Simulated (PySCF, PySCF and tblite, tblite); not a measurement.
# C2H3BN2O3: a path driven as rotation about a bond, and NMR exchange

Aim: the barrier and rate of rotation about a bond in C2H3BN2O3 (`OB(O)c1ncon1`), and what it does to NMR lines.

Programs: PySCF 2.14.0 with density-fitted response routines of our own, and tblite 0.8.0. All values are computed, except where a source is named. Atoms count from 0 throughout.

## 1. The molecule as given

11 atoms, charge 0, multiplicity 1; geometry from: force field or distance geometry start.

Bonds of the start (Å): B1–C3 1.57, B1–O2 1.45, C3–N4 1.34, C3–N7 1.35, C5–H10 1.08, C5–O6 1.31, N4–C5 1.34, O0–B1 1.46, O0–H8 0.99, O2–H9 0.99, O6–N7 1.29.

## 2. GFN2-xTB relaxation, start minimum

What the job is given:

```
{"job": {"xc": "GFN2-xTB", "basis": "xTB", "kind": "relax"}, "charge": 0, "multiplicity": 1}
O     -2.095800    -1.250300     0.358600
B     -1.310800    -0.023200     0.253700
O     -1.936800     1.271200     0.434900
C      0.227500    -0.108400    -0.026700
N      1.032800     0.958500    -0.113500
C      2.221600     0.381600    -0.362900
O      2.124400    -0.920400    -0.397900
N      0.898100    -1.270000    -0.180800
H     -2.410000    -1.421000    -0.564500
H     -1.891900     1.458600     1.407300
H      3.146200     0.926100    -0.507200
```

The run is started by

```console
> OMP_NUM_THREADS=1 python ens_run.py task.json out
```

This one command runs the whole study; its stages follow in the order run.

What it wrote:

```text
step      E/eV     max force
  0    -682.34055    2.902
  1    -682.77012    1.780
  2    -682.87148    0.551
  3    -682.89612    0.678
  4    -682.92813    0.493
  5    -682.95464    0.439
  6    -682.97753    0.687
  7    -683.01573    1.019
  8    -683.05781    1.220
  9    -683.10743    0.781
 10    -683.15809    1.148
 11    -683.20187    0.981
 12    -683.26262    0.910
 13    -683.13452    3.328
 14    -683.40677    0.742
 15    -683.45609    0.749
 16    -683.51943    2.321
 17    -683.58493    1.279
 18    -683.66305    0.545
 19    -683.78629    0.580
 20    -683.82250    1.020
 21    -683.84844    0.340
 22    -683.85662    0.197
 23    -683.85995    0.125
 24    -683.86082    0.110
 25    -683.86222    0.086
 26    -683.86323    0.087
 27    -683.86427    0.083
 28    -683.86514    0.080
 29    -683.86618    0.096
 30    -683.86722    0.101
 31    -683.86803    0.103
 32    -683.86871    0.109
 33    -683.86962    0.110
 34    -683.87110    0.126
 35    -683.87319    0.151
 36    -683.87545    0.123
 37    -683.87723    0.077
 38    -683.87826    0.081
 39    -683.87924    0.099
 40    -683.88070    0.125
 41    -683.88278    0.172
 42    -683.88522    0.164
 43    -683.88749    0.152
 44    -683.88889    0.189
 45    -683.89005    0.082
 46    -683.89067    0.062
 47    -683.89148    0.055
 48    -683.89195    0.045
 49    -683.89212    0.030
 50    -683.89219    0.027
 51    -683.89227    0.025
 52    -683.89234    0.025
 53    -683.89240    0.031
 54    -683.89246    0.027
 55    -683.89254    0.025
 56    -683.89264    0.027
 57    -683.89275    0.031
 58    -683.89285    0.027
 59    -683.89292    0.020
 60    -683.89298    0.023
 61    -683.89303    0.024
 62    -683.89308    0.020
 63    -683.89311    0.014
 64    -683.89313    0.011
 65    -683.89314    0.007
 66    -683.89315    0.012
 67    -683.89316    0.015
 68    -683.89318    0.016
 69    -683.89322    0.019
 70    -683.89328    0.023
 71    -683.89333    0.018
 72    -683.89336    0.009
 73    -683.89336    0.006
 74    -683.89337    0.005
 75    -683.89337    0.002
```

It took 0.25 s on 1 thread of Arm Neoverse V2, shared host.

Relaxing gained 1.553 eV and moved the atoms by 0.43 Å on average (rms).

## 3. Relaxed scan, rotation

What the job is given:

```
{"job": {"xc": "GFN2-xTB", "basis": "xTB", "coordinate": [["t", [0, 1, 2, 9], 0.5], ["t", [3, 1, 2, 9], 0.5]], "kind": "drive"}, "charge": 0, "multiplicity": 1}
O     -2.285273    -1.069054     0.075210
B     -1.462899    -0.031349     0.295697
O     -1.962911     1.105043     0.804947
C      0.091270    -0.129733    -0.037517
N      0.977582     0.903674     0.168505
C      2.101790     0.407406    -0.226436
O      1.998146    -0.843428    -0.660773
N      0.686823    -1.180184    -0.532781
H     -1.875899    -1.853464    -0.288618
H     -1.321784     1.804363     0.936816
H      3.058581     0.889398    -0.234049
```

What it wrote:

```text
point  coordinate     E/eV
  0    -75.400     -683.86824
  1    -60.800     -683.79729
  2    -46.000     -683.69874
  3    -30.900     -683.58990
  4    -15.600     -683.50435
  5     -0.000     -683.46940
  6     15.600     -683.50233
  7     31.000     -683.59258
  8     46.100     -683.71327
  9     60.900     -683.83012
 10     75.500     -683.91349
 11     90.000     -683.94378
```

Wall time 0.98 s (1 thread of Arm Neoverse V2, shared host).

The highest point is number 5, 9.2 kcal/mol above the first.

## 4. Nudged elastic band, leg 1

Changed since step 3:

```diff
@@ -1,2 +1,2 @@
-{"job": {"xc": "GFN2-xTB", "basis": "xTB", "coordinate": [["t", [0, 1, 2, 9], 0.5], ["t", [3, 1, 2, 9], 0.5]], "kind": "drive"}, "charge": 0, "multiplicity": 1}
+{"job": {"xc": "GFN2-xTB", "basis": "xTB", "kind": "neb"}, "charge": 0, "multiplicity": 1}
 O     -2.285273    -1.069054     0.075210
```

What it wrote:

```text
image   E - E0 / eV
  0       0.0000
  1       0.0326
  2       0.2423
  3       0.4238
  4       0.1712
  5      -0.0227
  6      -0.0512
```

It took 1.1 s on 1 thread of Arm Neoverse V2, shared host.

The highest point is number 3, 9.8 kcal/mol above the first.

## 5. Saddle search, leg 1

What the job is given:

```
{"job": {"xc": "GFN2-xTB", "basis": "xTB", "kind": "saddle"}, "charge": 0, "multiplicity": 1}
O     -2.220370    -0.950732    -0.021002
B     -1.374857     0.023812     0.348495
O     -1.806620     1.047082     1.112044
C      0.172732    -0.107219    -0.021335
N      1.107855     0.893494     0.089342
C      2.194433     0.327093    -0.312471
O      2.023379    -0.942657    -0.670227
N      0.704318    -1.210867    -0.479042
H     -1.833830    -1.717234    -0.445757
H     -2.136702     1.871981     0.781631
H      3.169661     0.765246    -0.381679
```

What it wrote:

```text
step      E/eV     max force
  0    -683.46955   0.0247
  1    -683.47054   0.0532
  2    -683.47059   0.0112
  3    -683.47060   0.0130
  4    -683.47061   0.0000
lowest wavenumbers (cm-1): -677.6 51.6 123.8 149.0 322.8 405.6
```

It took 0.84 s on 1 thread of Arm Neoverse V2, shared host.

Point group C1; 1 imaginary mode, 678i cm⁻¹, carried by H9, O2. Steps downhill from it reached both ends.

## 6. DFT refinement, start: PBE0-D3(BJ)/def2-SVP

What the job is given:

```
{"job": {"xc": "PBE0", "basis": "def2-SVP", "kind": "refine"}, "charge": 0, "multiplicity": 1}
O     -2.285273    -1.069054     0.075210
B     -1.462899    -0.031349     0.295697
O     -1.962911     1.105043     0.804947
C      0.091270    -0.129733    -0.037517
N      0.977582     0.903674     0.168505
C      2.101790     0.407406    -0.226436
O      1.998146    -0.843428    -0.660773
N      0.686823    -1.180184    -0.532781
H     -1.875899    -1.853464    -0.288618
H     -1.321784     1.804363     0.936816
H      3.058581     0.889398    -0.234049
```

What it wrote:

```text
step      E/eV     max force
  0    -11900.02369   0.8384
  1    -11900.06267   0.2813
  2    -11900.06523   0.0427
  3    -11900.06532   0.0129
```

Run time: 29 s. Hardware: 1 thread of Arm Neoverse V2, shared host; peak memory 0.6 GiB.

Relaxing gained 0.042 eV and moved the atoms by 0.04 Å on average (rms).

DFT refinement, saddle of leg 1: PBE0-D3(BJ)/def2-SVP:

What the job is given:

```
{"job": {"xc": "PBE0", "basis": "def2-SVP", "kind": "refine"}, "charge": 0, "multiplicity": 1}
O     -2.200814    -0.960272    -0.007652
B     -1.374932     0.033229     0.355968
O     -1.830351     1.055157     1.107504
C      0.173543    -0.089412    -0.015589
N      1.127977     0.889811     0.116374
C      2.201044     0.314923    -0.309670
O      2.003813    -0.940758    -0.702234
N      0.681874    -1.189542    -0.508504
H     -1.794516    -1.719820    -0.427020
H     -2.171716     1.870536     0.764820
H      3.184077     0.736148    -0.373997
```

What it wrote:

```text
step      E/eV     max force
  0    -11899.55345   0.8624
  1    -11899.60141   0.1682
  2    -11899.60339   0.2383
  3    -11899.60469   0.0456
  4    -11899.60267   0.1299
  5    -11899.60480   0.0524
  6    -11899.60389   0.1072
  7    -11899.60477   0.0567
  8    -11899.60483   0.0393
  9    -11899.60489   0.0171
 10    -11899.60486   0.0353
 11    -11899.60460   0.0933
 12    -11899.60482   0.0597
 13    -11899.60471   0.0713
 14    -11899.60491   0.0115
```

Wall time 1.8 min (1 thread of Arm Neoverse V2, shared host); peak memory 0.6 GiB.

Relaxing gained 0.051 eV and moved the atoms by 0.09 Å on average (rms).

**DFT refinement, end: PBE0-D3(BJ)/def2-SVP**

What the job is given:

```
{"job": {"xc": "PBE0", "basis": "def2-SVP", "kind": "refine"}, "charge": 0, "multiplicity": 1}
O     -2.175746    -0.844765     0.076906
B     -1.306992     0.165131     0.317180
O     -1.732067     1.319314     0.841847
C      0.227954    -0.016661    -0.023569
N      1.237924     0.894139     0.153875
C      2.279842     0.266058    -0.273014
O      2.011264    -0.964233    -0.704738
N      0.675032    -1.135050    -0.537119
H     -1.795350    -1.638314    -0.298966
H     -2.673137     1.353001     1.020951
H      3.288405     0.625653    -0.309694
```

What it wrote:

```text
step      E/eV     max force
  0    -11900.00183   0.8625
  1    -11900.03929   0.1130
  2    -11900.03988   0.0176
  3    -11900.03989   0.0054
```

Wall time 28 s (1 thread of Arm Neoverse V2, shared host); peak memory 0.6 GiB.

Relaxing gained 0.038 eV and moved the atoms by 0.05 Å on average (rms).

## 7. Shieldings, start: PBE0/pcSseg-1 in dimethylsulfoxide

What the job is given:

```
{"job": {"kind": "nmr", "xc": "PBE0", "basis": "pcSseg-1", "solvent": "dimethylsulfoxide", "pop": false}, "charge": 0, "multiplicity": 1}
O     -2.292299    -1.083929     0.072411
B     -1.471483    -0.036390     0.295500
O     -1.955491     1.114643     0.805361
C      0.076616    -0.122068    -0.031581
N      0.954360     0.920594     0.182138
C      2.075040     0.419606    -0.216008
O      1.970844    -0.830262    -0.653703
N      0.655384    -1.182337    -0.530661
H     -1.820341    -1.840604    -0.292242
H     -1.251417     1.767207     0.908124
H      3.064210     0.876212    -0.238339
```

What it wrote:

```text
coarse grid: 10504 points
cycle   1  E = -437.3923300636  dE =  1.626e+00  |g| = 9.117e-01  |ddm| = 3.130e+00
cycle   2  E = -437.2475297075  dE =  1.448e-01  |g| = 1.286e+00  |ddm| = 1.351e+00
cycle   3  E = -437.5385190362  dE = -2.910e-01  |g| = 8.116e-02  |ddm| = 8.530e-01
cycle   4  E = -437.5394408015  dE = -9.218e-04  |g| = 4.465e-02  |ddm| = 7.859e-02
cycle   5  E = -437.5398272889  dE = -3.865e-04  |g| = 1.461e-02  |ddm| = 3.546e-02
cycle   6  E = -437.5398618838  dE = -3.459e-05  |g| = 4.599e-03  |ddm| = 9.172e-03
cycle   7  E = -437.5398659491  dE = -4.065e-06  |g| = 1.009e-03  |ddm| = 3.276e-03
final grid: 105352 points
cycle   8  E = -437.6120786931  dE = -3.192e-05  |g| = 1.166e-02  |ddm| = 2.273e-02
cycle   9  E = -437.6120362577  dE =  4.244e-05  |g| = 1.948e-02  |ddm| = 1.623e-02
cycle  10  E = -437.6121020344  dE = -6.578e-05  |g| = 1.656e-03  |ddm| = 1.036e-02
cycle  11  E = -437.6121025492  dE = -5.148e-07  |g| = 3.788e-04  |ddm| = 1.147e-03
cycle  12  E = -437.6121025725  dE = -2.328e-08  |g| = 1.432e-04  |ddm| = 3.121e-04
cycle  13  E = -437.6121025763  dE = -3.840e-09  |g| = 5.702e-05  |ddm| = 1.233e-04
cycle  14  E = -437.6121025770  dE = -6.676e-10  |g| = 1.319e-05  |ddm| = 4.358e-05
converged SCF energy = -437.6121025770

GIAO shielding tensors (ppm)
atom      isotropic    diamagn.    paramagn.     s11        s22        s33       span
  0 O      218.952     387.336    -168.384     90.899    268.464    297.493    206.594
  1 B       76.326     194.389    -118.063     49.418     86.229     93.332     43.915
  2 O      210.848     387.797    -176.950     79.688    258.484    294.370    214.681
  3 C       15.209     257.720    -242.511    -76.921     13.071    109.478    186.399
  4 N      -10.465     330.520    -340.985   -171.340    -72.703    212.649    383.989
  5 C       11.701     254.825    -243.124    -68.597      7.606     96.093    164.690
  6 O      -94.800     400.275    -495.075   -228.615   -154.484     98.701    327.316
  7 N     -137.436     326.897    -464.333   -355.297   -130.445     73.433    428.730
  8 H       25.323      31.437      -6.114     17.766     23.455     34.749     16.983
  9 H       24.963      31.509      -6.546     16.972     23.856     34.062     17.090
 10 H       22.230      27.553      -5.323     19.224     23.230     24.235      5.011
```

Wall time 10 s (1 thread of Arm Neoverse V2, shared host); peak memory 0.79 GiB.

In short: HOMO -8.93 eV, LUMO -1.34 eV; dipole 4.19 D.

(Part 1 of 2 ends here.)
